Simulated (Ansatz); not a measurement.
The same calculation of ZrMo3, space group Pm-3n as a Python script and as an input file (the Python package of Ansatz (0.2.0)).

Interactive session:
```pycon
>>> import ansatz as az
>>> import matplotlib.pyplot as plt
>>> import numpy as np
>>> crystal = (
...     az.Lattice.of((5.20606, 0.0, 0.0), (0.0, 5.20606, 0.0), (0.0, 0.0, 5.20606))
...     .atom('Zr', (0.5, 0.5, 0.5))
...     .atom('Zr', (0.0, 0.0, 0.0))
...     .atom('Mo', (0.0, 0.5, 0.25))
...     .atom('Mo', (0.0, 0.5, 0.75))
...     .atom('Mo', (0.5, 0.75, 0.0))
...     .atom('Mo', (0.5, 0.25, 0.0))
...     .atom('Mo', (0.75, 0.0, 0.5))
...     .atom('Mo', (0.25, 0.0, 0.5))
... )
>>> crystal.resolved().tree()['lattice']
((5.20606, 0.0, 0.0), (0.0, 5.20606, 0.0), (0.0, 0.0, 5.20606))
>>> model = crystal.calculation()
>>> model = model.functional(az.Functional.PBE).basis(470)
>>> model = model.kpoints(4, 4, 4)
>>> model = model.occupations('fermi_dirac', width=0.05)
>>> model = model.scf(extra_bands=22)
>>> model = model.density_of_states(projected=True, energy_step=0.1)
>>> done = model.run()
>>> summary = done.report
>>> summary['free_energy_ev']
-38102.07739457296
>>> {key: value for key, value in summary.items() if isinstance(value, (int, float)) and 'ev' in key}
{'gap_by_band_count_ev': -0.6850032985630286, 'fermi_energy_ev': 18.12520977755068, 'harris_foulkes_ev': -38102.07739457399, 'free_energy_ev': -38102.07739457296, 'internal_energy_ev': -38102.00638285781, 'lagrangian_ev': -38102.07739457296, 'energy_sigma0_ev': -38102.04188871539, 'lagrangian_sigma0_ev': -38102.04188871539, 'lagrangian_above_aufbau_ev': -0.046203319781976365, 'entropy_ts_ev': 0.07101171514310495, 'loop_fermi_energy_ev': 18.12520977755068, 'occupations_fermi_energy_ev': 18.125209777544118}
>>> dos = done.density_of_states()
>>> energy = np.asarray(dos.energies_ev) - dos.fermi_ev
>>> curves = {}
>>> for site in done.projected_density_of_states().sites:
...     for shell in site.shells:
...         weight = sum(np.sum(curve.g_bin_mean_per_ev, axis=0) for curve in shell.curves)
...         name = f'{site.species} {shell.label}'
...         curves[name] = curves.get(name, 0) + weight
...
>>> window = (energy > -8) & (energy < 4)
>>> fig, ax = plt.subplots(figsize=(5.5, 3.5))
>>> for name, g in curves.items():
...     if g[window].max() > 0.05:
...         ax.plot(energy[window], g[window], label=name, lw=1)
...         print(f'{name:8s} peak {g[window].max():7.3f} states/eV at {energy[window][g[window].argmax()]:6.2f} eV')
...
[<matplotlib.lines.Line2D object at 0x...>]
Zr 4S    peak   0.095 states/eV at  -3.73 eV
[<matplotlib.lines.Line2D object at 0x...>]
Zr 5S    peak   0.788 states/eV at  -2.93 eV
[<matplotlib.lines.Line2D object at 0x...>]
Zr 4P    peak   0.119 states/eV at  -1.33 eV
[<matplotlib.lines.Line2D object at 0x...>]
Zr 4D    peak   4.841 states/eV at   3.97 eV
[<matplotlib.lines.Line2D object at 0x...>]
Mo 4S    peak   0.122 states/eV at  -4.13 eV
[<matplotlib.lines.Line2D object at 0x...>]
Mo 5S    peak   2.041 states/eV at  -3.63 eV
[<matplotlib.lines.Line2D object at 0x...>]
Mo 4P    peak   0.155 states/eV at  -1.73 eV
[<matplotlib.lines.Line2D object at 0x...>]
Mo 4D    peak  14.388 states/eV at  -1.93 eV
>>> ax.set(xlabel='E - E_F (eV)', ylabel='states/eV')
[Text(0.5, 0, 'E - E_F (eV)'), Text(0, 0.5, 'states/eV')]
>>> ax.legend(fontsize=7)
<matplotlib.legend.Legend object at 0x...>
>>> fig.tight_layout()
>>> fig.savefig('pdos.png', dpi=100)
```

`input.yaml`:
```yaml
crystal:
  lattice:
    - [5.20606, 0.0, 0.0]
    - [0.0, 5.20606, 0.0]
    - [0.0, 0.0, 5.20606]
  atoms:
    - { symbol: Zr, position: [0.5, 0.5, 0.5] }
    - { symbol: Zr, position: [0.0, 0.0, 0.0] }
    - { symbol: Mo, position: [0.0, 0.5, 0.25] }
    - { symbol: Mo, position: [0.0, 0.5, 0.75] }
    - { symbol: Mo, position: [0.5, 0.75, 0.0] }
    - { symbol: Mo, position: [0.5, 0.25, 0.0] }
    - { symbol: Mo, position: [0.75, 0.0, 0.5] }
    - { symbol: Mo, position: [0.25, 0.0, 0.5] }
basis:
  ecutwfc: 470.0
kpoints:
  mp_grid:
    grid: [4, 4, 4]
hamiltonian:
  xc: pbe
scf:
  n_extra_bands: 22
  occupations:
    method: fermi_dirac
    width: 0.05
output:
  dos:
    de: 0.1
    projected: true
```

Notes:
- Total energies depend on the potentials; only differences at equal settings carry meaning. A total without «per atom» is that of the cell as typed.
- No spin polarisation was allowed.
- The mesh is modest for a metal, so energies can be off by several to tens of meV an atom and pressures by half a GPa or more; differences at equal mesh fare better.
- Only differences from the Fermi energy are physical; the zero of the scale is a convention.
- A gap by band count of zero or less means overlapping bands, a metal.
- Peaks are the largest values inside the energy window taken; deeper bands lie outside it.
- The structure comes from a database of computed cells and needn't be a stable or known phase.
- Gaps and levels are Kohn-Sham values on a finite set of k-points, without spin-orbit coupling.
- Curves are summed over the cell's atoms. Only shells that the potentials hold have channels, so projections don't add up to the total, least of all where a shell is missing (p of most metals); heights and places of peaks move with the mesh.
- The computed bands are complete only to about 5.1 eV above the Fermi level; beyond that the density of states is undercounted.
- Wall time of the script: 15 s on 1 thread of Arm Neoverse N1 (shared host), peak memory 0.53 GiB.
